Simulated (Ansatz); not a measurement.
The system is Ca3ZnSe4.

```
CELL_PARAMETERS angstrom
6.38183 0.00000 0.00000
0.00000 6.38183 0.00000
0.00000 0.00000 6.38183
ATOMIC_POSITIONS crystal
Se 0.23009 0.23009 0.23009
Se 0.23009 0.76991 0.76991
Se 0.76991 0.23009 0.76991
Se 0.76991 0.76991 0.23009
Zn 0.00000 0.00000 0.00000
Ca 0.50000 0.00000 0.50000
Ca 0.50000 0.50000 0.00000
Ca 0.00000 0.50000 0.50000
```

The cell comes from a database or a generator and needn't be the stable form of this composition.

Base run:

```yaml
Program: Ansatz 0.2.0
Functional: PBE
Potentials_or_basis: Ansatz PAW
Cutoff: 420 eV
Density_cutoff: 1680 eV
k_mesh: 4 × 4 × 4
Occupations: fermi-dirac, width 0.05 eV
Spin: no spin polarisation
```

Its results: band gap on the k mesh 2.04 eV, indirect (least direct gap 2.10 eV); pressure -0.1 GPa; largest force 0.024 eV/Å.

Q: The run is repeated on the same cell with these changes: functional from PBE to RPBE; occupations from fermi-dirac, width 0.05 eV to gaussian, width 0.02 eV. What comes out?

A: Band gap on the k mesh 2.21 eV, indirect (least direct gap 2.27 eV); pressure 1.3 GPa; largest force 0.014 eV/Å.

Caveats: the potentials were made for another functional, which shifts forces and pressure (some runs); the PAW data sets come from PBE, with cores solved anew for the run's functional, which leaves a small shift of forces and pressure (some runs).

A k mesh can miss the band edges.

Not every run made on this cell is shown here.
